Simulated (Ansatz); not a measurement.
# CaBr (P6_3mc): short molecular-dynamics run from a Python script

How do the atoms of CaBr (P6_3mc) move over a short run? Wanted for CaBr (P6_3mc): a short molecular-dynamics run.

Computed with Ansatz 0.2.0, driven from Python. Level of theory: DFT PBE, plane waves, PAW.

**1. The system**

Symmetry: P6_3mc, No. 186, hexagonal system. The conventional cell has a = 4.084 Å, b = 4.084 Å, c = 9.672 Å, α = 90.00°, β = 90.00°, γ = 120.00°. Ca (site symmetry 3m) is surrounded by 4 Br at 2.96 to 3.01 Å. Br (site symmetry 3m) is surrounded by 4 Ca at 2.96 to 3.01 Å.

The script holds or builds the structure itself.

**2. The code**

cabr.py

```python
# -*- coding: utf-8 -*-
"""Born-Oppenheimer dynamics of CaBr."""

import json

import ansatz as az
import matplotlib.pyplot as plt
import numpy as np

FUNCTIONAL = "PBE"
SCF_TOL = 1e-08
KMESH = (2, 2, 1)
CUTOFF = 470
OCCUPATIONS = "fermi_dirac"
WIDTH_EV = 0.1
N_STEPS = 10
TEMPERATURE_K = 300

structure = (
    az.Lattice.from_parameters(4.08415, 4.08415, 9.67213, alpha=90, beta=90, gamma=120)
    .space_group(186)
    .atom("Ca", (1 / 3, 2 / 3, 0.34051))
    .atom("Br", (1 / 3, 2 / 3, 0.03449))
)

# a small cell and a short run: a test of the set-up, no statistics
job = (
    structure.supercell(1, 2, 1).calculation()
    .functional(FUNCTIONAL)
    .scf(tolerance=SCF_TOL)
    .kpoints(*KMESH, center="gamma")
    .basis(CUTOFF)
    .occupations(OCCUPATIONS, width=WIDTH_EV)
    .md("nvt_nose_hoover", timestep=2.0 * az.fs, steps=N_STEPS, temperature=TEMPERATURE_K, initial_velocities="maxwell_boltzmann", seed=800)
)
res = job.run(threads=1, events_out="stream.ndjson")
with open("stream.ndjson") as stream:
    events = [json.loads(line) for line in stream]
steps = [e["data"] for e in events if e["event"] == "md_step"]
report = res.report

print(" step   t (fs)     E_pot (eV)   E_kin (eV)    T (K)")
for s in steps[::2]:
    print(f"{s['step']:5d} {s['time_fs']:8.1f} {s['lagrangian_ev']:14.4f} {s['e_kin_ev']:12.4f} {s['temperature_k']:8.1f}")

temperature = np.array([s["temperature_k"] for s in steps])
print(f"mean temperature of the second half {temperature[len(steps) // 2 :].mean():.1f} K")

time = [s["time_fs"] for s in steps]
fig, ax = plt.subplots(figsize=(5, 3))
ax.plot(time, [s["lagrangian_ev"] - steps[0]["lagrangian_ev"] for s in steps], label="potential")
ax.plot(time, [s["e_kin_ev"] for s in steps], label="kinetic")
ax.set(xlabel="time (fs)", ylabel="energy (eV)")
ax.legend()
fig.tight_layout()
fig.savefig("md.png", dpi=100)

print("last positions (A) and velocities (A/fs)")
for site, xyz, vel in zip(res.lattice.sites, steps[-1]["positions_ang"], steps[-1]["velocities_ang_fs"]):
    print(f"{site.symbol:2s}", " ".join(f"{v:8.4f}" for v in xyz), " ", " ".join(f"{v:9.5f}" for v in vel))

kept = np.array([s["conserved_ev"] for s in steps], float)
print(f"conserved energy drifts by {1000 * (kept[-1] - kept[0]) / len(res.lattice.sites):+.3f} meV/atom")
```

**3. The run**

Launch:

```console
$ python cabr.py
```

Without the output at hand: what should come out? Wanted: free energy; mean temperature, second half; farthest move; largest change of the conserved energy.

As calculated:

| quantity | value |
| --- | --- |
| free energy | -18409.9366 eV (of the supercell) |
| length of the run | 10 steps, 20 fs |
| mean temperature, second half | 258 K |
| farthest move | 0.14 Å |
| largest change of the conserved energy | 0.00 meV/atom |

The temperature swings between 239 and 300 K, with a mean of 258 K in the second half; 8 atoms fluctuate widely. The conserved energy stays within 0.00 meV/atom, so the time step holds. 20 fs show the first vibrations only, not equilibrium. Reading the output:
- The conserved energy holds the terms of thermostat and barostat.
- The mesh is modest for a metal, so energies can be off by several to tens of meV an atom and pressures by half a GPa or more; differences at equal mesh fare better.
- The structure comes from a database of computed cells and needn't be a stable or known phase.
- A small cell, a coarse mesh and a very short run: it shows the set-up and gives no equilibrium averages.
